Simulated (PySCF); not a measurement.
**Changing the system itself: RuH4⁻**

Aim: change spin, charge, geometry, field or solvent of RuH4⁻, one at a time, and compare with the base run.

Method: method and basis as typed in the scripts; program: PySCF 2.14.0.

2 further runs of the same task are left out: 2 that didn't finish.

### Step 1. Where the work starts

RuH4⁻: 5 atoms, charge -1, spin multiplicity 2.

Bond lengths: Ru1–H2 1.656 Å, Ru1–H3 1.656 Å, Ru1–H4 1.557 Å, Ru1–H5 1.557 Å. Angles: H2–Ru1–H3 142.5°, H2–Ru1–H4 78.6°, H2–Ru1–H5 78.6°, H3–Ru1–H4 78.6°, H3–Ru1–H5 78.6°, H4–Ru1–H5 104.0°.

Geometry (Å):

```
Ru    0.00000    0.00000   -0.02810
H     0.00000    1.56830    0.50420
H     0.00000   -1.56830    0.50420
H     1.22720    0.00000    0.93010
H    -1.22720    0.00000    0.93010
```

### Step 2. The run that the others are compared with

Contents of input.py:

```python
from pyscf import gto, scf
from pyscf.prop.polarizability import uhf as pol

mol = gto.M(
    atom='Ru 0 0 -0.0281; H 0 1.5683 0.5042; H 0 -1.5683 0.5042; H 1.2272 0 0.9301; H -1.2272 0 0.9301',
    basis='def2-svpd',
    ecp={'Ru': 'def2-svpd'},
    charge=-1,
    spin=1,
    verbose=4,
)
mf = scf.UHF(mol)
mf.level_shift = 0.3
mf.kernel()
print('polarizability (a.u.)')
print(pol.Polarizability(mf).polarizability().round(4))
mf.dip_moment()
print('orbital energies (hartree):', [e[max(0, n-3):n+3].round(4) for e, n in zip(mf.mo_energy, mol.nelec)])
```

The run is started by

```bash
$ OMP_NUM_THREADS=1 python input.py
```

### Step 3. Coordinates × 1.25

Variant 1 changes geometry: coordinates × 1 → coordinates × 1.25.

Edit input.py of step 2 so:

```diff
@@ -4,3 +4,3 @@
 mol = gto.M(
-    atom='Ru 0 0 -0.0281; H 0 1.5683 0.5042; H 0 -1.5683 0.5042; H 1.2272 0 0.9301; H -1.2272 0 0.9301',
+    atom='Ru 0 0 -0.0351; H 0 1.9604 0.6302; H 0 -1.9604 0.6302; H 1.534 0 1.1626; H -1.534 0 1.1626',
     basis='def2-svpd',
```

### Step 4. Coordinates × 1.07

Variant 2 changes geometry: coordinates × 1 → coordinates × 1.07.

Edit input.py of step 2 so:

```diff
@@ -4,3 +4,3 @@
 mol = gto.M(
-    atom='Ru 0 0 -0.0281; H 0 1.5683 0.5042; H 0 -1.5683 0.5042; H 1.2272 0 0.9301; H -1.2272 0 0.9301',
+    atom='Ru 0 0 -0.0301; H 0 1.6781 0.5395; H 0 -1.6781 0.5395; H 1.3131 0 0.9952; H -1.3131 0 0.9952',
     basis='def2-svpd',
```

### Step 5. Coordinates × 1.12

Variant 3 changes geometry: coordinates × 1 → coordinates × 1.12.

Edit input.py of step 2 so:

```diff
@@ -4,3 +4,3 @@
 mol = gto.M(
-    atom='Ru 0 0 -0.0281; H 0 1.5683 0.5042; H 0 -1.5683 0.5042; H 1.2272 0 0.9301; H -1.2272 0 0.9301',
+    atom='Ru 0 0 -0.0315; H 0 1.7565 0.5647; H 0 -1.7565 0.5647; H 1.3745 0 1.0417; H -1.3745 0 1.0417',
     basis='def2-svpd',
```

### Step 6. Sextet

Variant 4 changes spin (2S): 1 → 5.

Edit input.py of step 2 so:

```diff
@@ -8,3 +8,3 @@
     charge=-1,
-    spin=1,
+    spin=5,
     verbose=4,
```

### Step 7. Charge -2 (singlet)

Variant 5 changes charge: -1 → -2; spin (2S): 1 → 0.

Edit input.py of step 2 so:

```diff
@@ -7,4 +7,4 @@
     ecp={'Ru': 'def2-svpd'},
-    charge=-1,
-    spin=1,
+    charge=-2,
+    spin=0,
     verbose=4,
```

**Question.** What will these runs give? Wanted: for each run, E(SCF); from base; gap, α spin.

As calculated:

| run | E(SCF) (hartree) | from base (eV) | cycles | gap, α spin (eV) |
| --- | --- | --- | --- | --- |
| base | -96.288736 | 0 | 24 | 7.26 |
| coordinates × 1.25 | -96.203439 | +2.3211 | 50 | 7.95 |
| coordinates × 1.07 | -96.286396 | +0.0637 | 28 | 7.37 |
| coordinates × 1.12 | -96.275586 | +0.3578 | 31 | 7.28 |
| sextet | -96.266594 | +0.6025 | 25 | 7.94 |
| charge -2 (singlet) | -96.058614 | +6.2620 | 22 | 4.93 |

What this shows: The largest comparable shift of the SCF energy, +2.321 eV, comes with the run “coordinates × 1.25”. The sextet solution found lies 0.60 eV above the base doublet at this geometry and level. At the SCF level, adding an electron (to the singlet) costs 6.26 eV at fixed geometry; correlation, diffuse functions and relaxation can still bind it.
